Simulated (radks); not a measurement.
# F⁷⁺ in 1s1 2p1: an all-electron calculation

One table from this session's results is given with a row withheld; the runs are named, their logs left out.

The numbers are computed with radks (a radial shooting solver on a logarithmic mesh, Libxc functionals) version 1 (scalar-relativistic Kohn-Sham, PW91, spin-polarised, spherical densities, point nucleus; open shells are filled with parallel spins first), except any that are marked as measured or tabulated.

## The atom as given

```
element       : fluorine (Z = 9)
charge        : +7
electrons     : 2
configuration : 1s1 2p1
```

The outer shells:

F⁷⁺
```
1s [↑ ]
2p [↑ ][  ][  ]
```

Set-up of the first run:

The run's settings:

```text
Z 9
configuration 1s1 2p1 2s0 3p0 3d0
relativity scalar-relativistic
functional pw91,pw91
spin polarised
nucleus point
c 137.035999084
```

One of the session's tables, all rows but one given; the rest of the session is left out.

It belongs to the step «Radial structure». Radial moments (bohr):

```
level     <r>  outermost maximum (interpolated)  90 % within
1s up  0.1679                             0.111        0.299
2s up  0.7109                             0.612         1.09
2p up  0.6103                             0.485        0.982
3p up   1.559                              1.49         2.30
3d up       ?                                 ?            ?
```

**Question.** Estimate the row for 3d up.

As computed: <r>: 1.342; outermost maximum (interpolated): 1.16; 90 % within: 2.02. In the column «<r>» it lies between 2s up (0.7109) and 3p up (1.559).
